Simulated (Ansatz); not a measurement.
Li, space group Fm-3m: cell relaxations under several functionals, run with Ansatz 0.2.0, Python API.

`li.py`:
```python
"""How the lattice of Li depends on the functional."""

import warnings

import ansatz
import numpy as np

def edges_and_angles(cell):
    cell = np.asarray(cell)
    a, b, c = np.linalg.norm(cell, axis=1)
    cosines = cell[1] @ cell[2] / (b * c), cell[0] @ cell[2] / (a * c), cell[0] @ cell[1] / (a * b)
    return (a, b, c, *np.degrees(np.arccos(cosines)))

warnings.simplefilter("ignore", ansatz.DeckWarning)

cell = (
    ansatz.Lattice.of([0.0, 2.202, 2.202], [2.202, 0.0, 2.202], [2.202, 2.202, 0.0])
    .atom("Li", [0.0, 0.0, 0.0])
)

base = cell.calculation()
base = base.occupations(ansatz.OccupationsMethod.FERMI_DIRAC, width=0.1).basis(20 * ansatz.Ha, density_ratio=8)
base = base.scf(tolerance=1e-08).kpoints(5, 5, 5, center="gamma")
base = base.relax(cell=True, force_tolerance=0.1)

levels = [("blyp", "d3bj"), ("lda", "none"), ("pbesol", "d3bj")]
print("level            a       b       c    alpha   beta  gamma  V/atom  steps")
for name, dispersion in levels:
    seen = []
    run = base.functional(name, dispersion=dispersion).session().plan()
    result = run.execute(on_event=lambda e: seen.append(e) if e["event"] == "relax_step" else None)
    cell = result.lattice.cell_ang
    label = name if dispersion == "none" else f"{name}+{dispersion}"
    print("{:13s} {:7.4f} {:7.4f} {:7.4f} {:6.2f} {:6.2f} {:6.2f}".format(label, *edges_and_angles(cell)), f"{abs(np.linalg.det(cell)) / len(result.lattice.sites):7.3f} {len(seen):5d}")
```

Rank the levels of theory by the volume of the relaxed cell.

From smallest to largest: BLYP+D3BJ (15.57 Å³ an atom, -27.1 % against the start), PBEsol+D3BJ (18.26 Å³ an atom, -14.5 % against the start) and LDA (18.87 Å³ an atom, -11.6 % against the start). The spread is 21.2 % in volume.

The run itself:

```console
$ python li.py
level            a       b       c    alpha   beta  gamma  V/atom  steps
blyp+d3bj      2.8027  2.8027  2.8027  60.00  60.00  60.00  15.567     6
lda            2.9883  2.9883  2.9883  60.00  60.00  60.00  18.870     5
pbesol+d3bj    2.9560  2.9560  2.9560  60.00  60.00  60.00  18.264     5
```

Notes:
- The settings weren't tested for convergence.
- BLYP and dispersion corrections can be off by several per cent in the lattices of metals, and by several GPa in the pressure at a fixed cell.
- For a metal this mesh is far too coarse, so the numbers only illustrate the procedure.
- The program warned that this SCF threshold is loose for forces or stresses.
- Edges and angles are those of the cell as typed, here a primitive one, not of the conventional cell.
- This isn't the structure that Li takes at ambient conditions.
- The script silences the warnings on its input, which a real study should read.
- It ran for 4.8 s on 1 thread of Arm Neoverse V1 (shared host), peak memory 0.34 GiB.

(Lines on the test bed's own set-up are left out of the output.)
